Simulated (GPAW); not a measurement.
# HfGe (P-6m2) in GPAW: notebook

One crystal, HfGe, is run at these levels: LDA+U; tasks: single point.

All numbers are computed with GPAW 26.7.0; they aren't measurements. Logs are shortened: lines on timing, memory, paths and dates and some standing lists are left out, and cuts for length are marked. The log counts tension as positive stress, the text compression.

### 1 The structure

It takes space group P-6m2 (No. 187, hexagonal). The conventional cell has a = 3.934 Å, b = 3.934 Å, c = 3.510 Å, α = 90.00°, β = 90.00°, γ = 120.00°. Hf (site symmetry -6m2) is surrounded by 3 Ge at 2.27 Å. Ge (site symmetry -6m2) has 3 Hf at 2.27 Å as nearest neighbours.

The cell was built by a generator and needn't be a form met in nature.

### 2 Single point, LDA+U

run.py reads:

```python
from ase.dft.bandgap import bandgap
from ase.io import read, write
from ase.units import GPa
from gpaw import GPAW, PW

atoms = read('POSCAR')

calc = GPAW(mode=PW(600),
            xc='LDA',
            kpts={'size': (8, 8, 8), 'gamma': True},
            occupations={'name': 'fermi-dirac', 'width': 0.05},
            setups={'Hf': ':d,3.0'},
            nbands=18,
            convergence={'density': 1e-05, 'energy': 1e-05},
            maxiter=150,
            txt='gpaw.txt')
atoms.calc = calc
energy = atoms.get_potential_energy()
forces = atoms.get_forces()
stress = atoms.get_stress()
calc.write('gs.gpw')
write('result.traj', atoms)
print(f'Energy: {energy:.6f} eV')
print('Forces (eV/A):')
print(forces.round(4))
print('Stress (GPa):', (stress / GPa).round(3))
print('Fermi level:', round(calc.get_fermi_level(), 4), 'eV')
print(f'Gap: {bandgap(calc)[0]:.4f} eV, direct: {bandgap(calc, direct=True)[0]:.4f} eV')
```

POSCAR reads:

```
HfGe
1.0
    3.9335093854      0.0000000000      0.0000000000
   -1.9667546927      3.4065190538      0.0000000000
    0.0000000000      0.0000000000      3.5096193900
Hf Ge
1 1
Direct
    0.0000000000      0.0000000000      0.5000000000
    0.3333333333      0.6666666667      0.5000000000
```

Potentials or basis: the program's PAW data sets (release 1.2.1) made for this functional, pw.

Launch:

```sh
$ OMP_NUM_THREADS=1 python run.py
```

gpaw.txt:

```text
__  _  _
 | _ |_)|_||  |
 |__||  | ||/\| - 26.7.0

Input parameters:
  mode=PW(ecut=600.0),
  convergence={'density': 1e-05, 'energy': 1e-05},
  kpts=MonkhorstPack(size=(8, 8, 8), gamma=True),
  maxiter=150,
  nbands=18,
  occupations=Occupations(name='fermi-dirac', width=0.05),
  setups={'Hf': ':d,3.0'},
  xc=XC(name='LDA')

Diagonalizing LCAO Hamiltonian
Converting LCAO to pw mode

         Ge
       Hf

Atoms  # Å, Bohr magnetons
|   | symbol |         x |        y |        z |    initial magnetic moments |
|---|--------|-----------|----------|----------|-----------------------------|
| 0 |     Hf |  0.000000 | 0.000000 | 1.754810 | ( 0.0000,  0.0000,  0.0000) |
| 1 |     Ge | -0.000000 | 2.271013 | 1.754810 | ( 0.0000,  0.0000,  0.0000) |

Unit cell  # Å
| periodic |         x |        y |        z |  lengths |     angles |
|----------|-----------|----------|----------|----------|------------|
|      yes |  3.933509 | 0.000000 | 0.000000 | 3.933509 |  90.000000 |
|      yes | -1.966755 | 3.406519 | 0.000000 | 3.933509 |  90.000000 |
|      yes |  0.000000 | 0.000000 | 3.509619 | 3.509619 | 120.000000 |

Number of symmetries: 12
Symmetry operations  # r_c * U_cc + t_c -> r_c
|    | kind |            matrix            |
|----|------|------------------------------|
|  0 |  σ   |  1, 1, 0,  0,-1, 0,  0, 0, 1 |
|  1 |  C2  |  1, 1, 0,  0,-1, 0,  0, 0,-1 |
|  2 |  E   |  1, 0, 0,  0, 1, 0,  0, 0, 1 |
|  3 |  σ   |  1, 0, 0,  0, 1, 0,  0, 0,-1 |
|  4 |  C3  |  0, 1, 0, -1,-1, 0,  0, 0, 1 |
|  5 |  S3  |  0, 1, 0, -1,-1, 0,  0, 0,-1 |
|  6 |  σ   |  0,-1, 0, -1, 0, 0,  0, 0, 1 |
|  7 |  C2  |  0,-1, 0, -1, 0, 0,  0, 0,-1 |
|  8 |  σ   | -1, 0, 0,  1, 1, 0,  0, 0, 1 |
|  9 |  C2  | -1, 0, 0,  1, 1, 0,  0, 0,-1 |
| 10 |  C3  | -1,-1, 0,  1, 0, 0,  0, 0, 1 |
| 11 |  S3  | -1,-1, 0,  1, 0, 0,  0, 0,-1 |

BZ-sampling:
  Number of BZ points: 512
  Number of IBZ points: 50

  Monkhorst-Pack size: [8, 8, 8]
  Monkhorst-Pack shift: [0.0625, 0.0625, 0.0625]

K-points  # in reciprocal-cell coordinates
|     |                                coordinates |     weight |
|-----|--------------------------------------------|------------|
|   0 | (  0.00000000,   0.00000000,   0.00000000) | 0.00195312 |
|   1 | (  0.00000000,   0.00000000,   0.12500000) | 0.00390625 |
|   2 | (  0.00000000,   0.00000000,   0.25000000) | 0.00390625 |
|   3 | (  0.00000000,   0.00000000,   0.37500000) | 0.00390625 |
|   4 | (  0.00000000,   0.00000000,   0.50000000) | 0.00195312 |
|   5 | (  0.12500000,   0.00000000,   0.00000000) | 0.01171875 |
|   6 | (  0.12500000,   0.00000000,   0.12500000) | 0.02343750 |
|   7 | (  0.12500000,   0.00000000,   0.25000000) | 0.02343750 |
|   8 | (  0.12500000,   0.00000000,   0.37500000) | 0.02343750 |
|   9 | (  0.12500000,   0.00000000,   0.50000000) | 0.01171875 |
| ... |                                            |            |
|  49 | (  0.50000000,   0.50000000,   0.50000000) | 0.00585938 |

Plane wave coefficients: 1594
Cutoff: 600.0 eV

Spin-components: 1 (collinear spins)
Bands:           18
Projectors:      11
Spin-degeneracy: 2
Datatype:        complex128

Parallelization:
  kpt:    1
  domain: 1
  band:   1

Density:
  Valence electrons: 16.0
  Components: 1
  Grid points: [24 24 20]
  Charge: 0.0  # |e|

Potential:
  Grid points: [24 24 20]

species:
  Hf:
    name:    Hafnium
    Z:       72.0
    valence: 12
    core:    60
    charge:  0.0  # [|e|]
    Hubbard: {U: 3.0,  # eV
              l: 2,
              scale: True}
    compensation charges:
      type: gauss
      rc: 0.41  # [Å]
      lmax: 2
    cutoffs:
      filter: 2.36  # [Å]
      core: 4.02  # [Å]
    projectors
    | kind |    occ | energy [eV] | rcut [Å] |
    |------|--------|-------------|----------|
    |   5s |  2.000 |     -66.988 |    1.397 |
    |   6s |  2.000 |      -5.250 |    1.397 |
    |   5p |  6.000 |     -35.740 |    1.307 |
    |   6p |  0.000 |      -1.470 |    1.307 |
    |   5d |  2.000 |      -2.880 |    1.334 |
    |    d |        |      24.331 |    1.334 |

    Using partial waves for Hf as LCAO basis

  Ge:
    name:    Germanium
    Z:       32.0
    valence: 4
    core:    28
    charge:  0.0  # [|e|]
    compensation charges:
      type: gauss
      rc: 0.32  # [Å]
      lmax: 2
    cutoffs:
      filter: 1.77  # [Å]
      core: 3.42  # [Å]
    projectors
    | kind |    occ | energy [eV] | rcut [Å] |
    |------|--------|-------------|----------|
    |   4s |  2.000 |     -11.940 |    1.005 |
    |   4p |  2.000 |      -4.047 |    1.005 |
    |    s |        |      15.272 |    1.005 |
    |    p |        |      23.164 |    1.005 |
    |    d |        |       0.000 |    1.005 |

    Using partial waves for Ge as LCAO basis

Reference energy: -466659.146203  # eV

eigensolver:
  PPCG
  Converge bands: occupied
  niter=2

density mixing:
  MSR1-Mixer
  Pratt-step length: 0.05
  Maximum mixing coefficient: 0.75
  Old densities: 10
  SVD Regularization: 0.005
  Good broyden scale: 1.0
  Trust region scale: 1.0
  Backstep threshold: 4.0
  History deletion threshold: 6.0
  Fourier metric: weight=20.0, sigma=0.015

occupation numbers:
  Fermi-Dirac:
    width: 0.0500  # eV

poisson solver:
  ecut: 4800.0  # eV

xc functional:
  name: None

convergence criteria:
- Maximum integral of absolute [dens]ity change: 1e-05 electrons / valence electron
- Maximum [total energy] change in last 3 cyles: 1e-05 eV / valence electron
- Maximum integral of absolute [eigenst]ate change: 4e-08 eV^2 / valence electron
maximum number of iterations: 150

SCF iterations
|iter     | |      energy | eigst |  dens |
|---------|-|-------------|-------|-------|
|iter:   1| |   -7.822610 | -0.04 |       |
|iter:   2| |   -7.613779 | -2.11 | -0.91 |
|iter:   3| |   -7.015026 | -0.98 | -0.96 |
|iter:   4| |   -7.058362 | -2.98 | -1.66 |
|iter:   5| |   -7.083996 | -3.29 | -1.95 |
|iter:   6| |   -7.085163 | -4.65 | -2.66 |
|iter:   7| |   -7.085215 | -6.41 | -3.23 |
|iter:   8| |   -7.085241c| -6.81 | -3.69 |
|iter:   9| |   -7.085240c| -7.72c| -4.39 |
|iter:  10| |   -7.085240c| -7.70c| -4.94 |
|iter:  11| |   -7.085240c| -8.35c| -5.53c|

Converged in 11 steps
Energy contributions relative to reference atoms: (reference = -466659.146203)

Energy contributions:
  Kinetic:          73.751287
  Coulomb:         -63.216387
  Zero:             -0.450674
  External:          0.000000
  Xc:              -17.164056
  Entropy:          -0.010821
  Spinorbit:         0.000000
  ----------------------------
  Free energy:      -7.090651
  Extrapolated:     -7.085240

dipole moment: (-8.388084, -11.648144, 0.000096)  # |e|*Ang

Fermi level: 6.901
Eigenvalues  # (at kpt = [0.000, 0.000, 0.000])
| band index |      eig [eV] | occ [0-2] |
|------------|---------------|-----------|
|          0 |       -55.532 |     2.000 |
|          1 |       -24.493 |     2.000 |
|          2 |       -24.479 |     2.000 |
|          3 |       -24.479 |     2.000 |
|          4 |        -3.481 |     2.000 |
|          5 |         4.165 |     2.000 |
[... 8 lines left out ...]
|         14 |        16.270 |     0.000 |
|         15 |        19.172 |     0.000 |
|        ... |               |           |
|         17 |        22.061 |     0.000 |

No gap
No difference between direct/indirect transitions

Forces  # eV/Ang
|       x |       y |       z |
|---------|---------|---------|
| 0.00000 | 0.00000 | 0.00000 |  # Hf   0
| 0.00000 | 0.00000 | 0.00000 |  # Ge   1

Stress tensor  # eV/Ang^3
|         x |         y |        z |
|-----------|-----------|----------|
| -0.372829 |  0.000000 | 0.000000 |
|  0.000000 | -0.372829 | 0.000000 |
|  0.000000 |  0.000000 | 0.069884 |

# Writing to gs.gpw (mode='')
```

It took 27 s on 1 thread of Arm Neoverse V1, shared host; peak memory 0.17 GiB.

Results:

```yaml
Free_energy: -7.0907 eV
Pressure: 36.1 GPa
Band_gap_on_the_k_mesh: none (metal or under the smearing width)
```

Stress tensor (GPa, compression positive):
```
 59.73   0.00   0.00
  0.00  59.73   0.00
  0.00   0.00 -11.20
```

Caveat: a pressure of tens of GPa on the cell as given is suspect, and the run, the potentials or the cell itself is likely at fault; U without spin polarisation on a metal has little footing; the U is typed as a test and isn't derived for this compound.

### 3 Single point, LDA+U

Edit run.py of step 2 so:

```diff
@@ -11,3 +11,3 @@
             occupations={'name': 'fermi-dirac', 'width': 0.05},
-            setups={'Hf': ':d,3.0'},
+            setups={'Hf': ':d,4.0'},
             nbands=18,
```

POSCAR is that of step 2.

Potentials or basis: the program's PAW data sets (release 1.2.1) made for this functional, pw.

Launch:

```sh
$ OMP_NUM_THREADS=1 python run.py
```

gpaw.txt:

```text
__  _  _
 | _ |_)|_||  |
 |__||  | ||/\| - 26.7.0

Input parameters:
  mode=PW(ecut=600.0),
  convergence={'density': 1e-05, 'energy': 1e-05},
  kpts=MonkhorstPack(size=(8, 8, 8), gamma=True),
  maxiter=150,
  nbands=18,
  occupations=Occupations(name='fermi-dirac', width=0.05),
  setups={'Hf': ':d,4.0'},
  xc=XC(name='LDA')

Diagonalizing LCAO Hamiltonian
Converting LCAO to pw mode

         Ge
       Hf

Atoms  # Å, Bohr magnetons
|   | symbol |         x |        y |        z |    initial magnetic moments |
|---|--------|-----------|----------|----------|-----------------------------|
| 0 |     Hf |  0.000000 | 0.000000 | 1.754810 | ( 0.0000,  0.0000,  0.0000) |
| 1 |     Ge | -0.000000 | 2.271013 | 1.754810 | ( 0.0000,  0.0000,  0.0000) |

Unit cell  # Å
| periodic |         x |        y |        z |  lengths |     angles |
|----------|-----------|----------|----------|----------|------------|
|      yes |  3.933509 | 0.000000 | 0.000000 | 3.933509 |  90.000000 |
|      yes | -1.966755 | 3.406519 | 0.000000 | 3.933509 |  90.000000 |
|      yes |  0.000000 | 0.000000 | 3.509619 | 3.509619 | 120.000000 |

Number of symmetries: 12
Symmetry operations  # r_c * U_cc + t_c -> r_c
|    | kind |            matrix            |
|----|------|------------------------------|
|  0 |  σ   |  1, 1, 0,  0,-1, 0,  0, 0, 1 |
|  1 |  C2  |  1, 1, 0,  0,-1, 0,  0, 0,-1 |
|  2 |  E   |  1, 0, 0,  0, 1, 0,  0, 0, 1 |
|  3 |  σ   |  1, 0, 0,  0, 1, 0,  0, 0,-1 |
|  4 |  C3  |  0, 1, 0, -1,-1, 0,  0, 0, 1 |
|  5 |  S3  |  0, 1, 0, -1,-1, 0,  0, 0,-1 |
|  6 |  σ   |  0,-1, 0, -1, 0, 0,  0, 0, 1 |
|  7 |  C2  |  0,-1, 0, -1, 0, 0,  0, 0,-1 |
|  8 |  σ   | -1, 0, 0,  1, 1, 0,  0, 0, 1 |
|  9 |  C2  | -1, 0, 0,  1, 1, 0,  0, 0,-1 |
| 10 |  C3  | -1,-1, 0,  1, 0, 0,  0, 0, 1 |
| 11 |  S3  | -1,-1, 0,  1, 0, 0,  0, 0,-1 |

BZ-sampling:
  Number of BZ points: 512
  Number of IBZ points: 50

  Monkhorst-Pack size: [8, 8, 8]
  Monkhorst-Pack shift: [0.0625, 0.0625, 0.0625]

K-points  # in reciprocal-cell coordinates
|     |                                coordinates |     weight |
|-----|--------------------------------------------|------------|
|   0 | (  0.00000000,   0.00000000,   0.00000000) | 0.00195312 |
|   1 | (  0.00000000,   0.00000000,   0.12500000) | 0.00390625 |
|   2 | (  0.00000000,   0.00000000,   0.25000000) | 0.00390625 |
|   3 | (  0.00000000,   0.00000000,   0.37500000) | 0.00390625 |
|   4 | (  0.00000000,   0.00000000,   0.50000000) | 0.00195312 |
|   5 | (  0.12500000,   0.00000000,   0.00000000) | 0.01171875 |
|   6 | (  0.12500000,   0.00000000,   0.12500000) | 0.02343750 |
|   7 | (  0.12500000,   0.00000000,   0.25000000) | 0.02343750 |
|   8 | (  0.12500000,   0.00000000,   0.37500000) | 0.02343750 |
|   9 | (  0.12500000,   0.00000000,   0.50000000) | 0.01171875 |
| ... |                                            |            |
|  49 | (  0.50000000,   0.50000000,   0.50000000) | 0.00585938 |

Plane wave coefficients: 1594
Cutoff: 600.0 eV

Spin-components: 1 (collinear spins)
Bands:           18
Projectors:      11
Spin-degeneracy: 2
Datatype:        complex128

Parallelization:
  kpt:    1
  domain: 1
  band:   1

Density:
  Valence electrons: 16.0
  Components: 1
  Grid points: [24 24 20]
  Charge: 0.0  # |e|

Potential:
  Grid points: [24 24 20]

species:
  Hf:
    name:    Hafnium
    Z:       72.0
    valence: 12
    core:    60
    charge:  0.0  # [|e|]
    Hubbard: {U: 4.0,  # eV
              l: 2,
              scale: True}
    compensation charges:
      type: gauss
      rc: 0.41  # [Å]
      lmax: 2
    cutoffs:
      filter: 2.36  # [Å]
      core: 4.02  # [Å]
    projectors
    | kind |    occ | energy [eV] | rcut [Å] |
    |------|--------|-------------|----------|
    |   5s |  2.000 |     -66.988 |    1.397 |
    |   6s |  2.000 |      -5.250 |    1.397 |
    |   5p |  6.000 |     -35.740 |    1.307 |
    |   6p |  0.000 |      -1.470 |    1.307 |
    |   5d |  2.000 |      -2.880 |    1.334 |
    |    d |        |      24.331 |    1.334 |

    Using partial waves for Hf as LCAO basis

  Ge:
    name:    Germanium
    Z:       32.0
    valence: 4
    core:    28
    charge:  0.0  # [|e|]
    compensation charges:
      type: gauss
      rc: 0.32  # [Å]
      lmax: 2
    cutoffs:
      filter: 1.77  # [Å]
      core: 3.42  # [Å]
    projectors
    | kind |    occ | energy [eV] | rcut [Å] |
    |------|--------|-------------|----------|
    |   4s |  2.000 |     -11.940 |    1.005 |
    |   4p |  2.000 |      -4.047 |    1.005 |
    |    s |        |      15.272 |    1.005 |
    |    p |        |      23.164 |    1.005 |
    |    d |        |       0.000 |    1.005 |

    Using partial waves for Ge as LCAO basis

Reference energy: -466659.146203  # eV

eigensolver:
  PPCG
  Converge bands: occupied
  niter=2

density mixing:
  MSR1-Mixer
  Pratt-step length: 0.05
  Maximum mixing coefficient: 0.75
  Old densities: 10
  SVD Regularization: 0.005
  Good broyden scale: 1.0
  Trust region scale: 1.0
  Backstep threshold: 4.0
  History deletion threshold: 6.0
  Fourier metric: weight=20.0, sigma=0.015

occupation numbers:
  Fermi-Dirac:
    width: 0.0500  # eV

poisson solver:
  ecut: 4800.0  # eV

xc functional:
  name: None

convergence criteria:
- Maximum integral of absolute [dens]ity change: 1e-05 electrons / valence electron
- Maximum [total energy] change in last 3 cyles: 1e-05 eV / valence electron
- Maximum integral of absolute [eigenst]ate change: 4e-08 eV^2 / valence electron
maximum number of iterations: 150

SCF iterations
|iter     | |      energy | eigst |  dens |
|---------|-|-------------|-------|-------|
|iter:   1| |   -7.028050 | -0.02 |       |
|iter:   2| |   -6.794776 | -2.08 | -0.89 |
|iter:   3| |   -6.131086 | -0.89 | -0.94 |
|iter:   4| |   -6.194853 | -2.90 | -1.64 |
|iter:   5| |   -6.236870 | -2.94 | -1.91 |
|iter:   6| |   -6.238789 | -4.28 | -2.56 |
|iter:   7| |   -6.238900 | -5.69 | -3.14 |
|iter:   8| |   -6.238914c| -6.41 | -3.72 |
|iter:   9| |   -6.238914c| -7.74c| -4.45 |
|iter:  10| |   -6.238914c| -8.47c| -5.16c|

Converged in 10 steps
Energy contributions relative to reference atoms: (reference = -466659.146203)

Energy contributions:
  Kinetic:          74.765844
  Coulomb:         -64.216515
  Zero:             -0.439366
  External:          0.000000
  Xc:              -16.344505
  Entropy:          -0.008743
  Spinorbit:         0.000000
  ----------------------------
  Free energy:      -6.243285
  Extrapolated:     -6.238914

dipole moment: (-8.384771, -11.659577, 0.000096)  # |e|*Ang

Fermi level: 7.039
Eigenvalues  # (at kpt = [0.000, 0.000, 0.000])
| band index |      eig [eV] | occ [0-2] |
|------------|---------------|-----------|
|          0 |       -55.666 |     2.000 |
|          1 |       -24.639 |     2.000 |
|          2 |       -24.587 |     2.000 |
|          3 |       -24.587 |     2.000 |
|          4 |        -3.450 |     2.000 |
|          5 |         4.215 |     2.000 |
[... 8 lines left out ...]
|         14 |        16.288 |     0.000 |
|         15 |        19.209 |     0.000 |
|        ... |               |           |
|         17 |        22.175 |     0.000 |

No gap
No difference between direct/indirect transitions

Forces  # eV/Ang
|       x |       y |       z |
|---------|---------|---------|
| 0.00000 | 0.00000 | 0.00000 |  # Hf   0
| 0.00000 | 0.00000 | 0.00000 |  # Ge   1

Stress tensor  # eV/Ang^3
|         x |         y |        z |
|-----------|-----------|----------|
| -0.387052 |  0.000000 | 0.000000 |
|  0.000000 | -0.387052 | 0.000000 |
|  0.000000 |  0.000000 | 0.067188 |

# Writing to gs.gpw (mode='')
```

stdout:

```text
Energy: -6.238914 eV
Forces (eV/A):
[[0. 0. 0.]
 [0. 0. 0.]]
Stress (GPa): [-62.013 -62.013  10.765   0.      0.      0.   ]
Fermi level: 7.0387 eV
Gap: 0.0000 eV, direct: 0.0000 eV
```

It took 26 s on 1 thread of Arm Neoverse V1, shared host; peak memory 0.17 GiB.

What came out:

```
Free energy            : -6.2433 eV
Pressure               : 37.8 GPa
Band gap on the k mesh : none (metal or under the smearing width)
```

Stress tensor (GPa, compression positive):
```
 62.01   0.00   0.00
  0.00  62.01   0.00
  0.00   0.00 -10.76
```

Levels at points of the mesh, in eV from the Fermi level:
```csv
k point,band 4,band 5,band 6,band 7,band 8,band 9,band 10,band 11,band 12,band 13
"(0.00, 0.00, 0.00)",-31.63,-10.49,-2.82,-2.82,-1.53,2.16,4.28,4.28,4.73,7.24
"(0.00, 0.00, 0.50)",-31.61,-9.37,-3.62,-2.41,-2.41,2.23,2.23,4.98,6.35,6.90
"(0.50, 0.50, 0.00)",-31.67,-8.68,-4.22,-1.08,-0.37,0.59,1.31,3.06,3.88,7.00
"(0.50, 0.50, 0.50)",-31.65,-7.69,-3.34,-2.75,0.22,0.90,1.42,1.71,4.01,5.20
```

Caveat: a pressure of tens of GPa on the cell as given is suspect, and the run, the potentials or the cell itself is likely at fault; U without spin polarisation on a metal has little footing; the U is typed as a test and isn't derived for this compound.

[end of part 1 of 2]
